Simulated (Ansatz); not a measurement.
**CH7FN2Si: one species, many methods**

One table from this session's results is given with a row withheld; the runs are named, their logs left out.

The runs use Ansatz 0.2.0, Gaussian basis; functionals in def2-TZVPP, the program's frozen cores in correlated methods.

Plan: LDA (SPW92), PBE-D4, revPBE-D4, BLYP-D4, r2SCAN-D4, B97M-V, PBE0-D4, B3LYP-D4, r2SCANh-D4, r2SCAN0-D4, HSE06-D4, BHLYP-D4, CAM-B3LYP-D4, LC-ωPBE, ωB97X-V, ωB97M-V, B2PLYP, PBE-QIDH; CCSD(T)/def2-SVP; CCSD(T)/def2-TZVPP; MP2/def2-QZVPP; extrapolation to the limit; RPA on PBE.

### The relaxed structure

The geometry comes from an earlier relaxation with PBE0-D4 in a triple-zeta def2 set; it is a stationary point, not always the lowest conformer.

SMILES `NC[SiH](N)F`, 12 atoms, charge 0, spin multiplicity 1.

Atoms are counted from 1 here; the program's logs count them from 0.

Bond lengths: N1–C2 1.465 Å, N1–H6 1.012 Å, N1–H7 1.012 Å, C2–Si3 1.869 Å, C2–H8 1.095 Å, C2–H9 1.100 Å, Si3–N4 1.694 Å, Si3–F5 1.613 Å, Si3–H10 1.482 Å, N4–H11 1.008 Å, N4–H12 1.005 Å. Angles: C2–N1–H6 110.4°, C2–N1–H7 111.1°, H6–N1–H7 106.8°, N1–C2–Si3 108.5°, N1–C2–H8 108.7°, N1–C2–H9 114.7°, Si3–C2–H8 106.9°, Si3–C2–H9 111.1°, H8–C2–H9 106.6°, C2–Si3–N4 107.2°, C2–Si3–F5 106.3°, C2–Si3–H10 114.8°, N4–Si3–F5 113.7°, N4–Si3–H10 110.0°, F5–Si3–H10 105.0°, Si3–N4–H11 118.1°, Si3–N4–H12 123.7°, H11–N4–H12 112.9°.

Set-up of the first run:

File in.yaml:

```yaml
crystal:
  periodic: [false, false, false]
  atoms:
    - {symbol: N, position_ang: [-0.859254, 0.847317, 1.120084]}
    - {symbol: C, position_ang: [-0.595386, 0.869808, -0.320700]}
    - {symbol: Si, position_ang: [0.795436, -0.323635, -0.688273]}
    - {symbol: N, position_ang: [0.367405, -1.815695, -0.010320]}
    - {symbol: F, position_ang: [2.126447, 0.322421, -0.045340]}
    - {symbol: H, position_ang: [-0.074501, 1.235205, 1.628829]}
    - {symbol: H, position_ang: [-1.666741, 1.411922, 1.351750]}
    - {symbol: H, position_ang: [-1.481478, 0.497030, -0.845084]}
    - {symbol: H, position_ang: [-0.380879, 1.866780, -0.734176]}
    - {symbol: H, position_ang: [1.107459, -0.490976, -2.127511]}
    - {symbol: H, position_ang: [-0.153006, -1.813416, 0.853344]}
    - {symbol: H, position_ang: [0.891600, -2.662058, -0.148503]}
basis:
  gaussian: {orbitals: def2-TZVPP}
hamiltonian: {xc: lda}
output: {orbitals: {seedname: orbitals}}
```

Steps of the session up to this table: LDA; PBE-D4 (GGA); revPBE-D4 (GGA); BLYP-D4 (GGA); r2SCAN-D4 (meta-GGA); B97M-V (meta-GGA); PBE0-D4 (hybrid); B3LYP-D4 (hybrid); r2SCANh-D4 (hybrid); r2SCAN0-D4 (hybrid); HSE06-D4 (hybrid); BHLYP-D4 (hybrid); CAM-B3LYP-D4 (range-separated); LC-ωPBE (range-separated); ωB97X-V (range-separated); ωB97M-V (range-separated); B2PLYP (double hybrid); PBE-QIDH (double hybrid).

One of the session's tables, all rows but one given; the rest of the session is left out.

It belongs to the step «Orbital energies across the functionals». 

| functional | HOMO (eV) | LUMO (eV) | gap (eV) |
| --- | --- | --- | --- |
| LDA (SPW92) | -5.67 | -0.34 | 5.33 |
| PBE-D4 | -5.56 | -0.17 | 5.38 |
| revPBE-D4 | -5.50 | -0.09 | 5.42 |
| BLYP-D4 | -5.46 | -0.16 | 5.30 |
| r2SCAN-D4 | -5.86 | 0.43 | 6.29 |
| B97M-V | -6.04 | 0.01 | 6.05 |
| PBE0-D4 | -7.04 | 0.68 | 7.71 |
| B3LYP-D4 | -6.81 | 0.35 | 7.16 |
| r2SCANh-D4 | -6.41 | 0.70 | 7.11 |
| r2SCAN0-D4 | -7.25 | 1.08 | 8.32 |
| HSE06-D4 | -6.63 | 0.31 | 6.94 |
| BHLYP-D4 | -8.46 | 1.34 | 9.80 |
| CAM-B3LYP-D4 | -8.49 | 1.48 | 9.97 |
| LC-ωPBE | -9.87 | 2.80 | 12.67 |
| ωB97X-V | -9.52 | 2.58 | 12.11 |
| ωB97M-V | ? | ? | ? |

Estimate the missing values for ωB97M-V.

As computed: HOMO (eV): -9.43; LUMO (eV): 2.14; gap (eV): 11.57. In the column «HOMO (eV)» it lies between ωB97X-V (-9.52) and CAM-B3LYP-D4 (-8.49).
